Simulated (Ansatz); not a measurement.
# CH3AlF2: the cost of one run

Method: RKS B3LYP/def2-SVP, in Ansatz 0.2.0.

### Step 1. The structure to begin with

Bond lengths: F1–C2 1.392 Å, C2–F3 1.376 Å, C2–Al4 1.941 Å, C2–H5 1.109 Å, Al4–H6 1.642 Å, Al4–H7 1.581 Å. Angles: F1–C2–F3 107.8°, F1–C2–Al4 113.7°, F1–C2–H5 109.6°, F3–C2–Al4 108.2°, F3–C2–H5 109.7°, Al4–C2–H5 107.8°, C2–Al4–H6 118.4°, C2–Al4–H7 120.1°, H6–Al4–H7 113.1°.

Coordinates:

```xyz
7

F     0.2055   -0.9914    1.6554
C     0.6007   -0.4845    0.4212
F     1.0357   -1.5402   -0.3464
Al   -0.8209    0.4209   -0.5417
H     1.4279    0.2395    0.5639
H    -1.7487    1.5042    0.2722
H    -0.6390    0.7834   -2.0703
```

### Step 2. End point A

Contents of input.yaml:

```yaml
crystal:
  periodic: [false, false, false]
  atoms:
    - { symbol: F, position_ang: [0.2055, -0.9914, 1.6554] }
    - { symbol: C, position_ang: [0.6007, -0.4845, 0.4212] }
    - { symbol: F, position_ang: [1.0357, -1.5402, -0.3464] }
    - { symbol: Al, position_ang: [-0.8209, 0.4209, -0.5417] }
    - { symbol: H, position_ang: [1.4279, 0.2395, 0.5639] }
    - { symbol: H, position_ang: [-1.7487, 1.5042, 0.2722] }
    - { symbol: H, position_ang: [-0.639, 0.7834, -2.0703] }
basis:
  gaussian: { orbitals: def2-SVP }
hamiltonian:
  xc: b3lyp
relax:
  f_tol: 0.015
  max_steps: 40
```

The run is started by

```sh
$ ansatz run input.yaml --threads 1 --pin off --max-ram 2048MiB --backend cpu --events-out ev --progress --plain --runs-dir out
```

**Question.** How long does this run take on 1 thread of Intel Xeon Platinum 8488C (Sapphire Rapids), shared host, and how much memory does it need?

About 54 s, with a peak of 0.16 GiB.
